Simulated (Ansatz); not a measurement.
# CeO2: the cost of one run

Method: DFT PBE+U (U_eff = 5 eV on Ce 4f), scalar-relativistic, plane waves, PAW, in Ansatz 0.2.0.

## (1) The starting structure

Symmetry: Fm-3m, No. 225, cubic system. The conventional cell has a = 5.472 Å, b = 5.472 Å, c = 5.472 Å, α = 90.00°, β = 90.00°, γ = 90.00°. Ce (site symmetry m-3m) has 8 O at 2.37 Å as nearest neighbours. Around O (site symmetry -43m) lie 4 Ce at 2.37 Å.

As a file:

```
CELL_PARAMETERS angstrom
0.00000 2.73591 2.73591
2.73591 0.00000 2.73591
2.73591 2.73591 0.00000
ATOMIC_POSITIONS crystal
Ce 0.00000 0.00000 0.00000
O 0.25000 0.25000 0.25000
O 0.75000 0.75000 0.75000
```

An earlier run at PBE+U (U_eff = 5 eV on Ce 4f) left this cell at 13.653 Å³/atom and 0.00 GPa (12×12×12 mesh).

Volume factors to run: 0.980, 1.020, 0.960, 1.040.

## (2) Volume × 0.980

input.yaml

```yaml
crystal:
  lattice:
    - [0.0, 2.7175505849, 2.7175505849]
    - [2.7175505849, 0.0, 2.7175505849]
    - [2.7175505849, 2.7175505849, 0.0]
  atoms:
    - { symbol: Ce, position: [0.0, 0.0, 0.0] }
    - { symbol: O, position: [0.25, 0.25, 0.25] }
    - { symbol: O, position: [0.75, 0.75, 0.75] }
basis:
  ecutwfc: 420
  ecutrho_ratio: 4
kpoints:
  mp_grid: { grid: [12, 12, 12] }
hamiltonian:
  xc: pbe
  hubbard: { sites: [{ species: Ce, l: f, u_eff: 5.0 }] }
scf:
  occupations: { method: gaussian, width: 0.05 }
output:
  forces: true
  stress: true
  eigenvalues: true
  populations: true
  hubbard: { sites: [{ species: Ce, l: f }] }
```

Run with:

```
> ansatz run input.yaml --threads 2 --pin off --max-ram 5120MiB --backend cpu --events-out ev --progress --plain --runs-dir out
```

Q: Estimate wall time and peak memory on 2 threads of Intel Xeon Platinum 8375C at 2.90GHz (Ice Lake), shared host.

About 5.7 s, with a peak of 0.47 GiB.
